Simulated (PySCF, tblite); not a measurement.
# C3H12N2OSi: geometry, infrared bands and NMR shifts

Aim: predict the infrared bands and NMR shifts of C3H12N2OSi (`COCC[SiH](N)N`).

The runs use tblite 0.8.0 and PySCF 2.14.0, with density-fitted response routines of our own; the level of theory stands in each step. All values are computed, except where a source is named. Atoms are numbered from 0 throughout.

### 1 Starting geometry

19 atoms, charge 0, multiplicity 1; geometry from: force field or distance geometry start.

Bonds of the start (Å): C0–O1 1.43, O1–C2 1.43, C2–C3 1.53, C3–Si4 1.86, Si4–N5 1.68, Si4–N6 1.68, C0–H7 1.09, C0–H8 1.09, C0–H9 1.09, C2–H10 1.09, C2–H11 1.09, C3–H12 1.09, C3–H13 1.09, Si4–H14 1.46, N5–H15 1.02, N5–H16 1.02, N6–H17 1.01, N6–H18 1.02.

### 2 Geometry optimisation with GFN2-xTB

Job settings and geometry (Å):

```
{"job": {"kind": "relax", "xc": "GFN2-xTB", "basis": "xTB"}, "charge": 0, "multiplicity": 1}
C      2.414400     1.812800    -0.011000
O      1.095200     1.272700    -0.159200
C      1.119200     0.073400    -0.935400
C     -0.320200    -0.419300    -1.124600
Si    -1.117600    -1.111500     0.408700
N     -1.676100     0.074900     1.460600
N     -2.627300    -1.795400     0.115200
H      3.075000     1.106300     0.491900
H      2.341800     2.713400     0.606300
H      2.807900     2.089100    -0.983900
H      1.742800    -0.680200    -0.462500
H      1.525700     0.307800    -1.923000
H     -0.311600    -1.211200    -1.870500
H     -0.935700     0.386800    -1.511800
H     -0.292200    -2.050600     1.162400
H     -1.030400     0.868100     1.418400
H     -1.582400    -0.262600     2.419900
H     -3.250800    -1.034900    -0.123200
H     -2.987400    -2.130600     1.014300
```

Launch:

```console
$ OMP_NUM_THREADS=1 python probes_run.py task.json out
```

One launch serves the whole session: the jobs run in the order shown.

**Question.** This job is followed by: GFN2-xTB harmonic vibrations, gas phase; GIAO PBE0/pcSseg-1 NMR shielding, non-relativistic, gas phase. What will the session give for the following? strongest single infrared mode (GFN2-xTB); zero-point energy (GFN2-xTB); 13C shifts against TMS (PBE0/pcSseg-1); 1H shifts against TMS (PBE0/pcSseg-1, means over atoms taken as alike); 17O shifts against H2O (PBE0/pcSseg-1); 29Si shifts against TMS (PBE0/pcSseg-1); 15N shifts against NH3 (PBE0/pcSseg-1, means over atoms taken as alike).

The runs gave:

| quantity | value |
| --- | --- |
| strongest single infrared mode (GFN2-xTB) | 2180 cm⁻¹, 335 km/mol |
| zero-point energy (GFN2-xTB) | 98.0 kcal/mol |
| 13C shifts against TMS (PBE0/pcSseg-1) | 73.9, 61.0, 20.0 ppm |
| 1H shifts against TMS (PBE0/pcSseg-1, means over atoms taken as alike) | 4.88, 3.61, 3.50, 0.90, 0.52 ppm |
| 17O shifts against H2O (PBE0/pcSseg-1) | 34.1 ppm |
| 29Si shifts against TMS (PBE0/pcSseg-1) | -19.1 ppm |
| 15N shifts against NH3 (PBE0/pcSseg-1, means over atoms taken as alike) | 32.3 ppm |

Relaxing lowered the energy by 0.788 eV in 132 steps; the close pair that moved most is Si4–N5, from 1.681 to 1.730 Å. All 51 modes are real, so the xTB geometry is a minimum. The strongest single mode, at 2180 cm⁻¹, moves mainly H14. Unscaled tight-binding wavenumbers are off by several per cent, some by more. Its intensities can rank the bands wrongly. At PBE0/pcSseg-1: The widest tensor belongs to C0: span 91 ppm, with a paramagnetic part of -116 ppm.
